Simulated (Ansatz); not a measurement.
# C2H9BSSi: the cost of one run

Method: RKS PBE/cc-pVDZ, in Ansatz 0.2.0.

## 1. The system as given

Bond lengths: B1–Si2 1.874 Å, Si2–C3 1.856 Å, Si2–S4 2.223 Å, S4–C5 1.828 Å, B1–H6 1.239 Å, B1–H7 1.185 Å, Si2–H8 1.471 Å, C3–H9 1.162 Å, C3–H10 1.077 Å, C3–H11 1.131 Å, C5–H12 1.078 Å, C5–H13 1.169 Å, C5–H14 1.098 Å. Angles (14 of 22 angles, heavy atoms first): B1–Si2–C3 108.1°, B1–Si2–S4 111.0°, C3–Si2–S4 109.8°, Si2–S4–C5 92.4°, B1–Si2–H8 110.8°, C3–Si2–H8 109.9°, S4–Si2–H8 107.2°, Si2–B1–H6 122.1°, Si2–B1–H7 122.7°, Si2–C3–H9 110.0°, Si2–C3–H10 112.4°, Si2–C3–H11 109.6°, S4–C5–H12 109.7°, S4–C5–H13 111.6°.

Coordinates:

```xyz
14

B    -1.7420    0.5026    0.0205
Si   -0.1696   -0.5145    0.0819
C    -0.3252   -1.7316    1.4746
S     1.6063    0.7822    0.4084
C     1.5282    1.4503   -1.2911
H    -1.9167    1.3952   -0.8211
H    -2.6272    0.3600    0.7955
H     0.0402   -1.2302   -1.1860
H    -0.4162   -1.1683    2.4868
H    -1.1625   -2.3970    1.3468
H     0.6236   -2.3417    1.5533
H     1.6816    0.6548   -2.0026
H     0.5262    2.0217   -1.4835
H     2.3401    2.1872   -1.3546
```

## 2. Relaxing end A

Input file input.yaml:

```yaml
crystal:
  periodic: [false, false, false]
  atoms:
    - { symbol: B, position_ang: [-1.742, 0.5026, 0.0205] }
    - { symbol: Si, position_ang: [-0.1696, -0.5145, 0.0819] }
    - { symbol: C, position_ang: [-0.3252, -1.7316, 1.4746] }
    - { symbol: S, position_ang: [1.6063, 0.7822, 0.4084] }
    - { symbol: C, position_ang: [1.5282, 1.4503, -1.2911] }
    - { symbol: H, position_ang: [-1.9167, 1.3952, -0.8211] }
    - { symbol: H, position_ang: [-2.6272, 0.36, 0.7955] }
    - { symbol: H, position_ang: [0.0402, -1.2302, -1.186] }
    - { symbol: H, position_ang: [-0.4162, -1.1683, 2.4868] }
    - { symbol: H, position_ang: [-1.1625, -2.397, 1.3468] }
    - { symbol: H, position_ang: [0.6236, -2.3417, 1.5533] }
    - { symbol: H, position_ang: [1.6816, 0.6548, -2.0026] }
    - { symbol: H, position_ang: [0.5262, 2.0217, -1.4835] }
    - { symbol: H, position_ang: [2.3401, 2.1872, -1.3546] }
basis:
  gaussian: { orbitals: cc-pVDZ }
hamiltonian:
  xc: pbe
relax:
  f_tol: 0.015
  max_steps: 40
```

Started as:

```
> ansatz run input.yaml --threads 2 --pin off --max-ram 3072MiB --backend cpu --events-out ev --progress --plain --runs-dir out
```

What time and memory should one allow on 2 threads of Arm Neoverse V1, shared host?

About 67 s, with a peak of 0.18 GiB.
